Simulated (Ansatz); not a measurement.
# GeH3O radical (SMILES [O][GeH3]): single points off equilibrium

An exercise on one series of results from a longer session: the logs are not shown, and one member is left open.

Method: single points in def2-TZVPP; program: Ansatz 0.2.0, Gaussian basis.

Correlated methods freeze the cores. Filled d shells of the heavier atoms are correlated. Orbitals are unrestricted.

## The system as given

SMILES `[O][GeH3]`, 5 atoms, charge 0, spin multiplicity 2.

Atoms are counted from 1 here; the program's logs count them from 0.

Bond lengths: O1–Ge2 1.932 Å, Ge2–H3 1.304 Å, Ge2–H4 1.349 Å, Ge2–H5 1.619 Å. Angles: O1–Ge2–H3 111.1°, O1–Ge2–H4 103.3°, O1–Ge2–H5 92.5°, H3–Ge2–H4 129.8°, H3–Ge2–H5 107.9°, H4–Ge2–H5 105.8°.

As a file:

```xyz
5
GeH3O
O    -1.4464    0.4105    0.7090
Ge    0.1360   -0.1836   -0.2263
H     0.0058   -0.0303   -1.5144
H     0.5269   -1.2647    0.4801
H     1.0181    1.0532    0.3342
```

Set-up of the first run:

run/in.yaml reads:

```yaml
crystal:
  periodic: [false, false, false]
  atoms:
    - {symbol: O, position_ang: [-1.446400, 0.410500, 0.709000]}
    - {symbol: Ge, position_ang: [0.136000, -0.183600, -0.226300]}
    - {symbol: H, position_ang: [0.005800, -0.030300, -1.514400]}
    - {symbol: H, position_ang: [0.526900, -1.264700, 0.480100]}
    - {symbol: H, position_ang: [1.018100, 1.053200, 0.334200]}
basis:
  gaussian: {orbitals: def2-TZVPP}
magnetization: {spin_polarized: true, initial_magnetization: 1}
correlation: {method: ccsd_t}
scf: {omitted_lower_state_checks: [cluster_reference]}
output: {forces: true}
```

The command line of these runs was not kept.

Steps of the session up to this table: CCSD(T)/def2-TZVPP; PBE0-D4/def2-TZVPP; wB97M-V/def2-TZVPP; r2SCAN-D4/def2-TZVPP; PBE-D4/def2-TZVPP; revPBE-D4/def2-TZVPP; LC-wPBE/def2-TZVPP.

One table of the session follows, with a row left open; its other results are not shown here.

```
   method  RMS force component (eV/Å)  angle to CCSD(T) forces (°)  dipole (D)
  CCSD(T)                       2.995                    reference        3.07
  PBE0-D4                       3.025                          1.3        3.09
  wB97M-V                       2.992                          0.4        3.17
r2SCAN-D4                           ?                            ?           ?
   PBE-D4                       2.949                          3.7        3.02
revPBE-D4                       2.949                          4.1        2.99
  LC-wPBE                       3.041                          1.4        3.19
```

Q: Estimate the row for r2SCAN-D4 from the others.

The run gave: RMS force component (eV/Å): 2.966; angle to CCSD(T) forces (°): 1.4; dipole (D): 3.04. In the column «RMS force component (eV/Å)» it lies between revPBE-D4 (2.949) and wB97M-V (2.992).

To keep in mind: The reference is not at the basis limit: in triple zeta CCSD(T) underbinds, which counts against methods that bind more; the gaps are no ranking.
